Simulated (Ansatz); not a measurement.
# In15GaO24: the cost of one run

Program: Ansatz 0.2.0. Level of theory: DFT PBE, scalar-relativistic, plane waves, PAW, and further levels as typed in the inputs. These are calculated values, not measurements.

## (1) Starting point

It takes space group R-3 (No. 148, trigonal). The conventional cell has a = 14.308 Å, b = 14.308 Å, c = 8.762 Å, α = 90.00°, β = 90.00°, γ = 120.00°. Ga (site symmetry -3) is surrounded by 6 O at 2.16 Å. In (site symmetry -1) has 6 O at 2.16 Å as nearest neighbours. In (site symmetry 1) is surrounded by 6 O at 2.13 to 2.25 Å. Around O (site symmetry 1) lie 3 In at 2.13 to 2.25 Å and 1 Ga at 2.16 Å. Around O (site symmetry 1) lie 4 In at 2.13 to 2.25 Å.

Structure file:

```
CELL_PARAMETERS angstrom
-5.05850 5.05850 5.05850
5.05850 -5.05850 5.05850
5.05850 5.05850 -5.05850
ATOMIC_POSITIONS crystal
Ga 0.50000 0.50000 0.50000
In 0.50000 0.00000 0.00000
In 0.00000 0.50000 0.00000
In 0.00000 0.00000 0.50000
In 0.25000 0.71630 0.46630
In 0.75000 0.78370 0.03370
In 0.46630 0.25000 0.71630
In 0.03370 0.75000 0.78370
In 0.71630 0.46630 0.25000
In 0.78370 0.03370 0.75000
In 0.75000 0.28370 0.53370
In 0.25000 0.21630 0.96630
In 0.53370 0.75000 0.28370
In 0.96630 0.25000 0.21630
In 0.28370 0.53370 0.75000
In 0.21630 0.96630 0.25000
O 0.53540 0.77080 0.54700
O 0.72380 0.98840 0.95300
O 0.96460 0.51160 0.23540
O 0.77620 0.72920 0.26460
O 0.54700 0.53540 0.77080
O 0.95300 0.72380 0.98840
O 0.23540 0.96460 0.51160
O 0.26460 0.77620 0.72920
O 0.77080 0.54700 0.53540
O 0.98840 0.95300 0.72380
O 0.51160 0.23540 0.96460
O 0.72920 0.26460 0.77620
O 0.46460 0.22920 0.45300
O 0.27620 0.01160 0.04700
O 0.03540 0.48840 0.76460
O 0.22380 0.27080 0.73540
O 0.45300 0.46460 0.22920
O 0.04700 0.27620 0.01160
O 0.76460 0.03540 0.48840
O 0.73540 0.22380 0.27080
O 0.22920 0.45300 0.46460
O 0.01160 0.04700 0.27620
O 0.48840 0.76460 0.03540
O 0.27080 0.73540 0.22380
```

The structure rests on a cell from the Crystallography Open Database, changed: atom 1 becomes Ga.

## (2) Relaxing cell and atoms: In15GaO24, no spin

The input, input.yaml:

```yaml
crystal:
  lattice:
    - [-5.0585, 5.0585, 5.0585]
    - [5.0585, -5.0585, 5.0585]
    - [5.0585, 5.0585, -5.0585]
  atoms:
    - { symbol: Ga, position: [0.5, 0.5, 0.5] }
    - { symbol: In, position: [0.5, 0.0, 0.0] }
    - { symbol: In, position: [0.0, 0.5, 0.0] }
    - { symbol: In, position: [0.0, 0.0, 0.5] }
    - { symbol: In, position: [0.25, 0.7163, 0.4663] }
    - { symbol: In, position: [0.75, 0.7837, 0.0337] }
    - { symbol: In, position: [0.4663, 0.25, 0.7163] }
    - { symbol: In, position: [0.0337, 0.75, 0.7837] }
    - { symbol: In, position: [0.7163, 0.4663, 0.25] }
    - { symbol: In, position: [0.7837, 0.0337, 0.75] }
    - { symbol: In, position: [0.75, 0.2837, 0.5337] }
    - { symbol: In, position: [0.25, 0.2163, 0.9663] }
    - { symbol: In, position: [0.5337, 0.75, 0.2837] }
    - { symbol: In, position: [0.9663, 0.25, 0.2163] }
    - { symbol: In, position: [0.2837, 0.5337, 0.75] }
    - { symbol: In, position: [0.2163, 0.9663, 0.25] }
    - { symbol: O, position: [0.5354, 0.7708, 0.547] }
    - { symbol: O, position: [0.7238, 0.9884, 0.953] }
    - { symbol: O, position: [0.9646, 0.5116, 0.2354] }
    - { symbol: O, position: [0.7762, 0.7292, 0.2646] }
    - { symbol: O, position: [0.547, 0.5354, 0.7708] }
    - { symbol: O, position: [0.953, 0.7238, 0.9884] }
    - { symbol: O, position: [0.2354, 0.9646, 0.5116] }
    - { symbol: O, position: [0.2646, 0.7762, 0.7292] }
    - { symbol: O, position: [0.7708, 0.547, 0.5354] }
    - { symbol: O, position: [0.9884, 0.953, 0.7238] }
    - { symbol: O, position: [0.5116, 0.2354, 0.9646] }
    - { symbol: O, position: [0.7292, 0.2646, 0.7762] }
    - { symbol: O, position: [0.4646, 0.2292, 0.453] }
    - { symbol: O, position: [0.2762, 0.0116, 0.047] }
    - { symbol: O, position: [0.0354, 0.4884, 0.7646] }
    - { symbol: O, position: [0.2238, 0.2708, 0.7354] }
    - { symbol: O, position: [0.453, 0.4646, 0.2292] }
    - { symbol: O, position: [0.047, 0.2762, 0.0116] }
    - { symbol: O, position: [0.7646, 0.0354, 0.4884] }
    - { symbol: O, position: [0.7354, 0.2238, 0.2708] }
    - { symbol: O, position: [0.2292, 0.453, 0.4646] }
    - { symbol: O, position: [0.0116, 0.047, 0.2762] }
    - { symbol: O, position: [0.4884, 0.7646, 0.0354] }
    - { symbol: O, position: [0.2708, 0.7354, 0.2238] }
scf:
  occupations: { method: fixed }
output:
  forces: true
  stress: true
hamiltonian:
  xc: pbe
kpoints:
  mp_grid: { grid: [2, 2, 2] }
relax:
  f_tol: 0.01
  max_steps: 60
  cell: { stress_tol: 0.05 }
```

On the command line:

```console
> ansatz run input.yaml --threads 16 --pin off --max-ram 49152MiB --backend cpu --events-out ev --progress --plain --runs-dir out
```

Q: Estimate wall time and peak memory on 16 threads of Intel Xeon 6975P-C (Granite Rapids), shared host.

About 14 s, with a peak of 2.5 GiB.
